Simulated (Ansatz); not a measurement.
# Al12Ga: the cost of one run

Program: Ansatz 0.2.0. Level of theory: DFT LDA, scalar-relativistic, plane waves, PAW. These are calculated values, not measurements.

5 further runs of the same task are left out: 5 set aside as unsound or not needed. Runs told in other sessions of the task aren't counted.

## Step 1: Starting point

Symmetry: P4mm, No. 99, tetragonal system. Conventional cell: a = 5.634 Å, b = 5.634 Å, c = 21.104 Å, α = 90.00°, β = 90.00°, γ = 90.00°. Al (site symmetry 4mm) has 8 Al at 2.82 to 2.86 Å in its first shell of neighbours. Al (site symmetry 2mm) has 8 Al at 2.82 to 2.86 Å in its first shell of neighbours. Al (site symmetry m) is surrounded by 12 Al at 2.82 to 2.86 Å. Al (site symmetry 4mm) is surrounded by 1 Ga at 2.18 Å. Ga (site symmetry 4mm) has 1 Al at 2.18 Å in its first shell of neighbours.

Coordinates:

```xyz
13
Lattice="5.6344 0.0000 0.0000 0.0000 5.6344 0.0000 0.0000 0.0000 21.1039" Properties=species:S:1:pos:R:3 pbc="T T T"
Al    1.4086    1.4086    4.0000
Al    1.4086    4.2258    4.0000
Al    4.2258    1.4086    4.0000
Al    4.2258    4.2258    4.0000
Al    0.0000    0.0000    6.0516
Al    0.0000    2.8172    6.0516
Al    2.8172    0.0000    6.0516
Al    2.8172    2.8172    6.0516
Al    1.4086    1.4086    8.1039
Al    1.4086    4.2258    8.1039
Al    4.2258    1.4086    8.1039
Al    4.2258    4.2258    8.1039
Ga    1.4086    1.4086   10.2839
```

This is the geometry of the first run shown, built on a cell relaxed beforehand with the same method.

## Step 2: What is varied

Atoms count from 1 in the order of the input.

Ga is moved along a line over the surface and along the normal, above a rigid substrate.

First coordinate, position of Ga13 along the diagonal of the surface cell, from above Al9: 6 values from 0.00 to 3.32 Å, periodic. Second coordinate, height of Ga13 above the plane of Al9: 8 values from 0.95 to 4.19 Å.

Nothing else is relaxed. Points are written as (first, second).

## Step 3: Point (0.00 Å, 2.18 Å)

A dipole layer in the vacuum cancels the field that periodic copies would set up if the slab's two faces differ.

input.yaml reads:

```yaml
crystal:
  lattice:
    - [5.634373102, 0.0, 0.0]
    - [0.0, 5.634373102, 0.0]
    - [0.0, 0.0, 21.1039189491]
  atoms:
    - { symbol: Al, position: [0.25, 0.25, 0.1895382564] }
    - { symbol: Al, position: [0.25, 0.75, 0.1895382564] }
    - { symbol: Al, position: [0.75, 0.25, 0.1895382564] }
    - { symbol: Al, position: [0.75, 0.75, 0.1895382564] }
    - { symbol: Al, position: [0.0, 0.0, 0.2867506898] }
    - { symbol: Al, position: [0.0, 0.5, 0.2867506898] }
    - { symbol: Al, position: [0.5, 0.0, 0.2867506898] }
    - { symbol: Al, position: [0.5, 0.5, 0.2867506898] }
    - { symbol: Al, position: [0.25, 0.25, 0.3840006668] }
    - { symbol: Al, position: [0.25, 0.75, 0.3840006668] }
    - { symbol: Al, position: [0.75, 0.25, 0.3840006668] }
    - { symbol: Al, position: [0.75, 0.75, 0.3840006668] }
    - { symbol: Ga, position: [0.25, 0.25, 0.4872990165], spin: 1.0 }
basis:
  ecutwfc: 420
kpoints:
  mp_grid: { grid: [5, 5, 1] }
hamiltonian:
  xc: lda
  pseudopotentials: { kind: paw, azcp: { folder: soft_1 } }
scf:
  occupations: { method: gaussian, width: 0.1 }
output:
  forces: true
  eigenvalues: true
  populations: true
magnetization:
  spin_polarized: true
efield:
  axis: 3
  dipole_correction: true
  ramp_width: 0.04
```

Command:

```bash
$ ansatz run input.yaml --threads 1 --pin off --max-ram 3072MiB --backend cpu --events-out ev --progress --plain --runs-dir out
```

Q: Estimate wall time and peak memory on 1 thread of Intel Xeon Platinum 8488C (Sapphire Rapids), shared host.

About 33 s, with a peak of 0.8 GiB.
